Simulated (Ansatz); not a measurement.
# FeSi (zincblende type): how the settings move a single-point run

Aim: see which settings change the result for FeSi (zincblende type), by how much, and at what cost.

Computed with Ansatz 0.2.0 (reference: DFT, r2SCAN, PAW with Ansatz's default frozen-core files, scalar-relativistic, unless a step's input says otherwise).

### Step 1. The starting structure

Symmetry: F-43m, No. 216, cubic system. Conventional cell: a = 5.332 Å, b = 5.332 Å, c = 5.332 Å, α = 90.00°, β = 90.00°, γ = 90.00°. Fe (site symmetry -43m) is surrounded by 4 Si at 2.31 Å. Si (site symmetry -43m) is surrounded by 4 Fe at 2.31 Å.

As a file:

```cif
data_structure
_symmetry_space_group_name_H-M 'P 1'
_symmetry_Int_Tables_number 1
_cell_length_a 3.7705
_cell_length_b 3.7705
_cell_length_c 3.7705
_cell_angle_alpha 60.000
_cell_angle_beta 60.000
_cell_angle_gamma 60.000
_cell_volume 37.90
loop_
_atom_site_label
_atom_site_type_symbol
_atom_site_fract_x
_atom_site_fract_y
_atom_site_fract_z
_atom_site_occupancy
Fe1 Fe 0.00000 0.00000 0.00000 1
Si1 Si 0.25000 0.25000 0.25000 1
```

### Step 2. Baseline

Input file input.yaml:

```yaml
crystal:
  lattice:
    - [0.0, 2.6661684684, 2.6661684684]
    - [2.6661684684, 0.0, 2.6661684684]
    - [2.6661684684, 2.6661684684, 0.0]
  atoms:
    - { symbol: Fe, position: [0.0, 0.0, 0.0], spin: 2.5 }
    - { symbol: Si, position: [0.25, 0.25, 0.25] }
magnetization:
  spin_polarized: true
kpoints:
  mp_grid: { grid: [12, 12, 12] }
  band_path:
    path:
      - [0.0, 0.0, 0.0]
      - [-0.5, -0.5, 0.0]
      - [-0.375, -0.375, 0.25]
      - [-0.375, 0.0, 0.375]
      - [0.0, 0.0, 0.0]
      - [0.0, 0.0, 0.5]
      - [-0.5, -0.25, 0.25]
      - [-0.5, -0.5, 0.0]
    npoints: 8
scf:
  occupations: { method: fermi_dirac, width: 0.05 }
hamiltonian:
  xc: r2scan
  pseudopotentials: { kind: paw }
output:
  forces: true
  stress: true
  eigenvalues: true
  populations: true
  dos: { projected: true, de: 0.2, e_range: [-14, 8] }
```

On the command line:

```console
$ ansatz run input.yaml --threads 1 --pin off --max-ram 3072MiB --backend cpu --events-out ev --progress --plain --runs-dir out
```

### Step 3. Changing settings: pseudopotentials.kind nc

Changes to input.yaml since step 2:

```diff
@@ -27,3 +27,3 @@
   xc: r2scan
-  pseudopotentials: { kind: paw }
+  pseudopotentials: { kind: nc }
 output:
@@ -33,2 +33,5 @@
   populations: true
-  dos: { projected: true, de: 0.2, e_range: [-14, 8] }
+  write_density: true
+  write_potential: true
+  elf: true
+  volumetric_format: npy
```

Q: Predict the outcome of this session. Wanted: for each run, ending; energy change; pressure; abs. moment; force.

As calculated:

```csv
run,ending,energy change,pressure (GPa),abs. moment (μB),force (eV/Å),cycles,time
reference,converged,-,0.0,2.91,0.00,17,37 s
1: pseudopotentials.kind nc,converged,not comparable,0.3,3.09,0.00,15,97 s
```

Times don't compare one to one where runs were asked for different outputs or read a saved state (see the inputs); cycles may leave out searches for a lower state.

Residual by cycle in the longest SCF loop of each run; runs are numbered as in the table. The quantity is the density residual dr2, in eV.

```csv
cycle,reference,run 1
1,0.592,2.53
2,0.232,0.364
4,0.793,0.139
5,0.18,0.0478
7,0.0158,0.00313
8,0.00517,0.00112
10,4.3e-4,2.0e-5
11,1.4e-4,8.3e-6
13,1.1e-5,2.9e-7
14,2.6e-6,1.3e-7
16,1.2e-7,-
17,1.7e-8,-
```

**Reading.** Total energies don't compare across a change of potentials; the pressure goes from 0.0 to 0.3 GPa and the absolute moment goes from 2.91 to 3.09 μB. The two sets of potentials agree on what can be compared.
